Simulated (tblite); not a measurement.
# C7H14N2Si: the cost of one run

Programs: tblite 0.8.0 and PySCF 2.14.0, with density-fitted response routines of our own. Each step states its level of theory. These are calculated values for one molecule in the gas phase, unless marked as measured. Atoms count from 0, in the outputs and in this text.

## Step 1: Starting geometry

24 atoms, charge 0, multiplicity 1; geometry from: force field or distance geometry start.

Bonds of the start (Å): C0–C1 1.19, C1–Si2 1.81, Si2–N3 1.78, N3–C4 1.43, C4–C5 1.47, C5–C6 1.52, C6–C7 1.52, C6–C8 1.49, C5–N9 1.42, N9–Si2 1.80, C0–H10 1.06, Si2–H11 1.44, N3–H12 1.04, C4–H13 1.13, C4–H14 1.13, C5–H15 1.12, C6–H16 1.12, C7–H17 1.10, C7–H18 1.13, C7–H19 1.11, C8–H20 1.13, C8–H21 1.12, C8–H22 1.11, N9–H23 1.04.

## Step 2: Relaxing the molecule with GFN2-xTB

What the job is given:

```
{"job": {"kind": "relax", "xc": "GFN2-xTB", "basis": "xTB"}, "charge": 0, "multiplicity": 1}
C      2.855800    -2.757500    -1.820400
C      2.656300    -1.745300    -1.217700
Si     2.407100    -0.210900    -0.294400
N      1.778800    -0.489100     1.342900
C      0.380500    -0.652900     1.114200
C     -0.106500     0.040900    -0.081100
C     -1.173500     1.042800     0.313000
C     -2.351400     0.368900     0.989500
C     -1.709800     1.808300    -0.853100
N      0.916000     0.605900    -0.882900
H      3.014500    -3.645600    -2.370400
H      3.548700     0.665400    -0.258300
H      2.239000    -1.257200     1.871700
H      0.146500    -1.751600     1.008500
H     -0.182700    -0.310500     2.026800
H     -0.633900    -0.715500    -0.715000
H     -0.780200     1.790200     1.048900
H     -2.206500     0.279700     2.077300
H     -3.241400     1.038000     0.807600
H     -2.605500    -0.612400     0.526700
H     -2.810400     1.955300    -0.643000
H     -1.676500     1.207000    -1.798300
H     -1.263900     2.814900    -0.967200
H      0.787200     0.551100    -1.911500
```

Started as:

```
$ OMP_NUM_THREADS=1 python probes_run.py task.json out
```

One launch serves the whole session: the jobs run in the order shown.

**Question.** How long does this first job take on 1 thread of Arm Neoverse V1, shared host, and how much memory does it need?

About 1.7 s, with a peak of 0.18 GiB.
